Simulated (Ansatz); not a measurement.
The system is AlO2.

```xyz
6
Lattice="1.4882 -5.4028 0.0000 1.4882 5.4028 0.0000 0.0000 0.0000 3.6466" Properties=species:S:1:pos:R:3 pbc="T T T"
Al    1.4882   -1.8168    2.7350
Al    1.4882    1.8168    0.9117
O     1.4882    4.7429    2.7350
O     1.4882   -4.7429    0.9117
O     1.4882    2.2240    2.7350
O     1.4882   -2.2240    0.9117
```

The cell comes from a database or a generator and needn't be the stable form of this composition.

Base run:

* Program: Ansatz 0.2.0
* Functional: PBEsol
* Potentials or basis: Ansatz PAW
* Cutoff: 420 eV
* Density cutoff: 1680 eV
* k mesh: 9 × 9 × 7
* Occupations: fermi-dirac, width 0.05 eV
* Spin: no spin polarisation

Its results: band gap on the k mesh none (metal or under the smearing width); pressure -5.9 GPa; largest force 0.641 eV/Å.

Task: The run is repeated on the same cell with these changes: functional from PBEsol to BLYP. What comes out?

Result: Band gap on the k mesh none (metal or under the smearing width); pressure 2.0 GPa; largest force 0.711 eV/Å.

BLYP binds less tightly than PBEsol, so the same cell stands under more pressure.

Caveats: the PAW data sets come from PBE, with cores solved anew for the run's functional, which leaves a small shift of forces and pressure; the potentials were made for another functional, which shifts forces and pressure (some runs); the density of states is complete only up to the lowest level of the last band computed (some runs).

Not every run made on this cell is shown here.
